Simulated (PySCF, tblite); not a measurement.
# C₃H₇F₂Si radical: geometry, infrared bands and EPR parameters

Wanted: the infrared bands and EPR parameters of C₃H₇F₂Si radical (`[CH2][C@H](F)C[SiH2]F`), by calculation.

The runs use tblite 0.8.0 and PySCF 2.14.0, with density-fitted response routines of our own; the level of theory stands in each step. All values are computed, except where a source is named. Atoms are numbered from 0 throughout.

## 1. Starting geometry

13 atoms, charge 0, multiplicity 2; geometry from: force field or distance geometry start.

Bonds of the start (Å): C0–C1 1.49, C1–F2 1.36, C1–C3 1.50, C3–Si4 1.84, Si4–F5 1.67, C0–H6 1.12, C0–H7 1.09, C1–H8 1.12, C3–H9 1.12, C3–H10 1.12, Si4–H11 1.49, Si4–H12 1.48.

## 2. Relaxing the molecule with GFN2-xTB

The job: settings as JSON, then the geometry in Å.

```
{"job": {"kind": "relax", "xc": "GFN2-xTB", "basis": "xTB"}, "charge": 0, "multiplicity": 2}
C     -1.731500    -0.225900    -0.421500
C     -0.928600     0.372400     0.680000
F     -0.778800     1.711900     0.484600
C      0.419900    -0.267500     0.855900
Si     1.417100    -0.098600    -0.686800
F      3.053100    -0.304300    -0.446300
H     -2.003700     0.514000    -1.210700
H     -1.324900    -1.159800    -0.818100
H     -1.505800     0.227100     1.629100
H      0.962500     0.290000     1.659900
H      0.295900    -1.327100     1.198600
H      0.933600    -1.006100    -1.766900
H      1.186700     1.274300    -1.175600
```

Started as:

```sh
> OMP_NUM_THREADS=1 python probes_run.py task.json out
```

This one command runs all jobs of the session in turn.

What it wrote:

```text
step      E/eV     max force
  0    -575.49352    2.160
  1    -575.69412    1.060
  2    -575.75397    0.667
  3    -575.79699    0.594
  4    -575.84403    0.576
  5    -575.87759    0.412
  6    -575.89544    0.351
  7    -575.90689    0.307
  8    -575.91454    0.246
  9    -575.91983    0.198
 10    -575.92598    0.245
 11    -575.93209    0.203
 12    -575.93693    0.194
 13    -575.94048    0.172
 14    -575.94376    0.163
 15    -575.94736    0.195
 16    -575.95108    0.160
 17    -575.95390    0.105
 18    -575.95565    0.101
 19    -575.95701    0.097
 20    -575.95845    0.119
 21    -575.96016    0.121
 22    -575.96185    0.120
 23    -575.96332    0.121
 24    -575.96461    0.129
 25    -575.96591    0.136
 26    -575.96709    0.090
 27    -575.96796    0.067
 28    -575.96844    0.069
 29    -575.96906    0.070
 30    -575.96964    0.062
 31    -575.97007    0.048
 32    -575.97029    0.029
 33    -575.97043    0.028
 34    -575.97056    0.027
 35    -575.97068    0.028
 36    -575.97079    0.027
 37    -575.97092    0.034
 38    -575.97111    0.037
 39    -575.97133    0.046
 40    -575.97150    0.045
 41    -575.97164    0.030
 42    -575.97176    0.031
 43    -575.97192    0.036
 44    -575.97206    0.032
 45    -575.97217    0.025
 46    -575.97226    0.023
 47    -575.97239    0.034
 48    -575.97260    0.046
 49    -575.97286    0.041
 50    -575.97310    0.042
 51    -575.97330    0.046
 52    -575.97353    0.053
 53    -575.97392    0.063
 54    -575.97451    0.074
 55    -575.97508    0.047
 56    -575.97531    0.058
 57    -575.97515    0.125
 58    -575.97557    0.041
 59    -575.97566    0.077
 60    -575.97585    0.043
 61    -575.97610    0.023
 62    -575.97615    0.018
 63    -575.97619    0.016
 64    -575.97623    0.013
 65    -575.97625    0.011
 66    -575.97627    0.013
 67    -575.97629    0.014
 68    -575.97632    0.014
 69    -575.97636    0.013
 70    -575.97639    0.014
 71    -575.97641    0.016
 72    -575.97645    0.017
 73    -575.97651    0.024
 74    -575.97663    0.030
 75    -575.97678    0.030
 76    -575.97689    0.030
 77    -575.97696    0.022
 78    -575.97701    0.041
 79    -575.97709    0.022
 80    -575.97719    0.021
 81    -575.97753    0.051
 82    -575.97769    0.056
 83    -575.97813    0.059
 84    -575.97843    0.049
 85    -575.97866    0.032
 86    -575.97872    0.037
 87    -575.97882    0.027
 88    -575.97889    0.025
 89    -575.97910    0.029
 90    -575.97925    0.032
 91    -575.97941    0.046
 92    -575.97949    0.022
 93    -575.97955    0.020
 94    -575.97961    0.018
 95    -575.97967    0.017
 96    -575.97974    0.023
 97    -575.97979    0.018
 98    -575.97983    0.017
 99    -575.97985    0.013
100    -575.97986    0.012
101    -575.97988    0.008
```

Run time: 0.5 s. Hardware: 1 thread of Arm Neoverse V1, shared host.

Relaxation path: (not every step is listed)

```csv
step,energy from step 0 (eV),largest force (eV/Å)
0,0.0000,2.1599
1,-0.2006,1.0600
2,-0.2604,0.6670
3,-0.3035,0.5942
4,-0.3505,0.5763
5,-0.3841,0.4119
6,-0.4019,0.3506
7,-0.4134,0.3069
8,-0.4210,0.2464
16,-0.4576,0.1597
24,-0.4711,0.1287
32,-0.4768,0.0287
40,-0.4780,0.0446
48,-0.4791,0.0465
56,-0.4818,0.0582
64,-0.4827,0.0127
72,-0.4829,0.0175
80,-0.4837,0.0211
88,-0.4854,0.0248
96,-0.4862,0.0226
97,-0.4863,0.0184
98,-0.4863,0.0173
99,-0.4863,0.0135
100,-0.4863,0.0121
101,-0.4864,0.0082
```

Close pairs (by a distance rule), those that changed most:

```csv
bond,before (Å),after (Å),change (Å)
C3–Si4,1.845,1.902,+0.057
Si4–F5,1.666,1.615,-0.052
C0–H6,1.116,1.070,-0.045
Si4–H11,1.491,1.456,-0.036
C1–C3,1.503,1.538,+0.035
C3–H10,1.121,1.090,-0.030
C3–H9,1.119,1.092,-0.027
Si4–H12,1.475,1.452,-0.024
```

The final coordinates are the input of the step that follows.

## 3. Harmonic vibrations with GFN2-xTB

The job: settings as JSON, then the geometry in Å.

```
{"job": {"kind": "ir", "xc": "GFN2-xTB", "basis": "xTB"}, "charge": 0, "multiplicity": 2}
C     -1.717431    -0.311464    -0.435459
C     -0.963564     0.345028     0.635737
F     -0.875780     1.705234     0.387733
C      0.461858    -0.208997     0.801761
Si     1.516452     0.076702    -0.755241
F      2.959656    -0.559450    -0.409691
H     -2.027750     0.248350    -1.293014
H     -1.969925    -1.347469    -0.344338
H     -1.490832     0.260618     1.604408
H      0.921193     0.275552     1.665738
H      0.384386    -1.271637     1.031966
H      1.030983    -0.694446    -1.890449
H      1.766365     1.482465    -1.016880
```

What it wrote:

```text
mode    cm-1     km/mol
  1      33.5      4.77
  2      73.6      0.76
  3     132.4      6.16
  4     147.0      4.78
  5     189.3      9.49
  6     319.2      9.66
  7     404.6     16.72
  8     418.3     21.96
  9     472.4     61.45
 10     564.4     51.76
 11     568.5     33.46
 12     718.9     76.68
 13     727.2     78.09
 14     758.7    237.68
 15     787.7     61.28
 16     813.2    265.65
 17     854.6     46.40
 18     944.6     19.18
 19    1032.6     72.62
 20    1101.4     23.16
 21    1156.6     12.87
 22    1178.6     10.80
 23    1273.9     12.71
 24    1278.9     10.67
 25    1364.2      3.40
 26    1449.8      3.99
 27    2325.5    283.96
 28    2368.5    181.70
 29    2781.4     38.24
 30    2974.3     26.52
 31    2997.4     18.53
 32    3157.0      4.00
 33    3213.3     11.32
```

Run time: 0.31 s. Hardware: 1 thread of Arm Neoverse V1, shared host.

Which atoms move in the most intense modes:

```csv
cm⁻¹,km/mol,atoms
472,61.5,"H12 36 %, H11 36 %, Si4 11 %"
719,76.7,"C3 30 %, Si4 21 %, H12 15 %, H11 15 %"
727,78.1,"H11 33 %, H12 30 %, C3 24 %"
759,237.7,"H12 45 %, H11 44 %"
813,265.6,"F5 53 %, Si4 44 %"
1033,72.6,"H9 25 %, C1 22 %, H10 18 %"
2326,284.0,H11 94 %
2368,181.7,H12 94 %
```

## 4. g tensor and hyperfine couplings: B3LYP/pcH-1

Settings changed since step 3:

```diff
@@ -1,2 +1,2 @@
-{"job": {"kind": "ir", "xc": "GFN2-xTB", "basis": "xTB"}, "charge": 0, "multiplicity": 2}
+{"job": {"kind": "epr", "basis": "pcH-1"}, "charge": 0, "multiplicity": 2}
 C     -1.717431    -0.311464    -0.435459
```

Level: UKS B3LYP, pcH-1 on C F H Si, non-relativistic, mean-field spin-orbit, GIAO.

What it wrote:

```text
UKS, coarse grid
  cycle   1  E = -607.63479667  |g| = 5.60e-01
  cycle   2  E = -607.51583515  |g| = 8.70e-01
  cycle   3  E = -607.73441926  |g| = 7.20e-02
  cycle   4  E = -607.73605625  |g| = 3.36e-02
  cycle   5  E = -607.73655157  |g| = 6.31e-03
  cycle   6  E = -607.73657119  |g| = 2.62e-03
  cycle   7  E = -607.73657457  |g| = 8.61e-04
UKS, final grid
  cycle   1  E = -607.73649393  |g| = 9.13e-04
  cycle   2  E = -607.73649376  |g| = 1.20e-03
  cycle   3  E = -607.73649431  |g| = 1.35e-04
  cycle   4  E = -607.73649431  |g| = 4.95e-05
  cycle   5  E = -607.73649432  |g| = 1.58e-05
E = -607.73649432 Eh   <S^2> = 0.7536 (exact 0.7500)
g shifts (ppm)      1          2          3
  rmc          -138       -138       -138
  gc              6         37         28
  oz_so         -45        503        713
  total        -176        402        603
hyperfine (MHz)  atom isotope    a_iso     a_fc   dipolar eigenvalues
    0   13C      86.64      86.74    -81.60    -81.02    162.62
    1   13C     -37.61     -37.62     -2.38      0.59      1.79
    2   19F      -8.20      -8.22     -7.61     -4.53     12.14
    3   13C      66.73      66.74     -5.12     -4.88     10.00
    4  29Si       0.07       0.07     -0.82     -0.22      1.03
    5   19F       0.27       0.24     -3.63     -2.17      5.80
    6    1H     -65.75     -65.77    -39.66      0.03     39.63
    7    1H     -63.08     -63.10    -39.28     -0.42     39.70
    8    1H     113.98     113.99     -5.51     -3.67      9.18
    9    1H      11.29      11.29     -3.41     -1.70      5.11
   10    1H      -2.43      -2.43     -4.72     -2.58      7.30
   11    1H      12.04      12.04     -3.34     -2.28      5.62
   12    1H       0.10       0.10     -1.28     -1.18      2.47
```

Wall time 46 s (1 thread of Arm Neoverse V1, shared host); peak memory 0.84 GiB.

Principal g values 2.00214, 2.00272, 2.00292; g(iso) = 2.00260, against 2.00232 for a free electron.

Hyperfine couplings; where a row names several nuclei, a(iso) is their mean (it holds for fast rotation or exchange) and the dipolar term the largest among them:

```csv
nuclei,isotope,a(iso) (MHz),"a(iso) (G, at g = 2.0023)",largest dipolar term (MHz)
H8,1H,114.0,40.7,9.2
C0,13C,86.6,30.9,162.6
C3,13C,66.7,23.8,10.0
"H6, H7",1H,-64.4,-23.0,39.7
C1,13C,-37.6,-13.4,-2.4
H11,1H,12.0,4.3,5.6
H9,1H,11.3,4.0,5.1
F2,19F,-8.2,-2.9,12.1
H10,1H,-2.4,-0.9,7.3
F5,19F,0.3,0.1,5.8
H12,1H,0.1,0.0,2.5
Si4,29Si,0.1,0.0,1.0
```

Mulliken spin populations:

C0 1.07; C1 -0.07; F2 0.00; C3 0.04; Si4 0.01; F5 0.00; H6 -0.05; H7 -0.04; H8 0.05; H9 0.01; H10 0.00; H11 0.00; H12 0.00

In first order the couplings over 0.8 MHz of 1H, 19F give 96 distinct lines over 98.8 G, if the averaged nuclei exchange fast; the same motion can average rows kept apart here too.

The fields below are evaluated on a grid from the run's orbitals.

ELF in a plane through or near 5 of the atoms.

Ten even steps from '0' (0.00) to '9' (1.00):
```
0000000000000000000000000000
0000000000000000000000000000
0000000000000000000000000000
0000000013541000000000000000
0000000048996000478720000000
0000000158997002899961000000
0000000148997005999972100000
0000000111353005789974200000
0000011206501004655775300000
0000234307616215897665200000
0000245420378673636211000000
0000133211576585238610000000
0000011000368655899970000000
0000000001799931799992000000
0000000002999940389981000000
0000000002899930027620000000
0000000000135300000000000000
0000000000000000000000000000
0000000000000000000000000000
0000000000000000000000000000
```
The map spans 11.1 Å across and 8.8 Å up, centred on the molecule. Atoms in the plane (x, y in Å): C1 (1.1, -0.5), Si4 (-1.6, 0.5), H6 (1.8, 1.6), H8 (1.7, -1.3), H9 (-0.6, -1.8).

On the surface of density 0.002 e/bohr³ the electrostatic potential runs, from the 1st to the 99th percentile, from -1.15 V near F5 to 1.23 V near H12.

The spin density lies nearest to C0 64 %; H6, H7 about 10 % each.

## 5. Summary of results

| quantity | value |
| --- | --- |
| strongest single infrared mode (GFN2-xTB) | 2326 cm⁻¹, 284 km/mol |
| zero-point energy (GFN2-xTB) | 55.2 kcal/mol |
| g(iso) (B3LYP) | 2.00260 |
| ⟨S²⟩ | 0.754 (exact 0.75) |
| largest a(iso) (averaged by class) | 1H on H8, 114.0 MHz |
| potential on the surface of density 0.002 e/bohr³, 1st and 99th percentile | -1.15 V and 1.23 V |

**Reading.** The optimisation took 101 steps and gained 0.486 eV; among the close pairs (by a distance rule), C3–Si4 changed most, from 1.845 to 1.902 Å. All 33 modes are real, so the xTB geometry is a minimum. The strongest single mode, at 2326 cm⁻¹, moves mainly H11. GFN2-xTB is a fitted tight-binding method: band positions and strengths are rough. Its intensities can rank the bands wrongly. Most of the unpaired spin sits on C0 (1.07 e). The isotropic g lies 0.3 ppt above the free-electron value. These values are for one conformer; the search (at its own cheap level) found 2 more, at 0.24, 0.25 kcal/mol, and measured spectra average over such forms.
